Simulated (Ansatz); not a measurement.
# GePH3+ (doublet): wave-function methods side by side, cc-pVDZ

How much of the correlation energy of GePH3+ (doublet) does each wave-function method recover here?

Computed with Ansatz 0.2.0, Gaussian basis. Level: cc-pVDZ, core rule «outside noble gas», up to 19 orbitals frozen.

Plan: UHF; CCSD(T) on ROHF; CCSD(T) on UHF; BCCD(T) on ROHF; CISD; CCSDT(Q) on ROHF; CCSDT(Q) on UHF.

29 further runs of the same task are left out: 2 for a known fault of the program, 16 that didn't finish, 11 set aside as unsound or not needed.

### Step 1. The geometry

The geometry is a PBE0/def2-TZVP stationary point (not a proven minimum) of the parent state, kept for this charge and spin. No spin-orbit coupling is included. The filled d shell of Ge may be among the frozen orbitals whatever the setting's name suggests; the logs give the count.

5 atoms, charge 1, spin multiplicity 2.

Atoms are counted from 1 here; the program's logs count them from 0.

Bond lengths: Ge1–P2 2.312 Å, Ge1–H3 1.539 Å, Ge1–H4 1.539 Å, Ge1–H5 1.539 Å. Angles: P2–Ge1–H3 110.1°, P2–Ge1–H4 110.1°, P2–Ge1–H5 110.1°, H3–Ge1–H4 108.8°, H3–Ge1–H5 108.8°, H4–Ge1–H5 108.8°.

### Step 2. UHF

Input file in.yaml:

```yaml
crystal:
  periodic: [false, false, false]
  atoms:
    - {symbol: Ge, position_ang: [-0.656484, -0.004808, 0.000881]}
    - {symbol: P, position_ang: [1.655316, 0.012124, -0.002222]}
    - {symbol: H, position_ang: [-1.195968, 1.436850, 0.003923]}
    - {symbol: H, position_ang: [-1.178396, -0.733455, 1.252326]}
    - {symbol: H, position_ang: [-1.181787, -0.729442, -1.251475]}
basis:
  gaussian: {orbitals: cc-pVDZ}
total_charge: 1
magnetization: {spin_polarized: true, initial_magnetization: 1}
hamiltonian: {xc: hf}
output: {orbitals: {seedname: orbitals}}
```

Started as:

```sh
> ansatz run in.yaml --threads 1 --pin off --events-out ev --progress --plain --max-ram 2393MiB
```

After this run come: CCSD(T) on ROHF; CCSD(T) on UHF; BCCD(T) on ROHF; CISD; CCSDT(Q) on ROHF; CCSDT(Q) on UHF.

Before running them: what should the planned runs give, taken together? Wanted: UCCSDT(Q) below the RHF energy; RMP2 from UCCSDT(Q); UMP2 from UCCSDT(Q); RCCSD from UCCSDT(Q); RCCSD(T) from UCCSDT(Q); UCCSD(T) from UCCSDT(Q); RCCSDT(Q) from UCCSDT(Q); T1 diagnostic.

**Answer**, as computed:

```
                         quantity                      value
   UCCSDT(Q) below the RHF energy                 -6.0757 eV
              RMP2 from UCCSDT(Q)                +1473.3 meV
              UMP2 from UCCSDT(Q)                +1481.9 meV
             RCCSD from UCCSDT(Q)                 +212.9 meV
          RCCSD(T) from UCCSDT(Q)                  +51.6 meV
          UCCSD(T) from UCCSDT(Q)                  +51.6 meV
         RCCSDT(Q) from UCCSDT(Q)                   +1.5 meV
levels within 1 kcal/mol (43 meV)  RCCSDT, UCCSDT, RCCSDT(Q)
                    T1 diagnostic                      0.028
```

What this shows: RCCSD(T) lands +51.6 meV from the yardstick (0.8 % of the correlation energy). Coupled cluster took another determinant than the lowest Hartree-Fock one. These misses are within one basis, not against nature; the frozen cores of restricted and unrestricted runs differ, which can shift their rows.
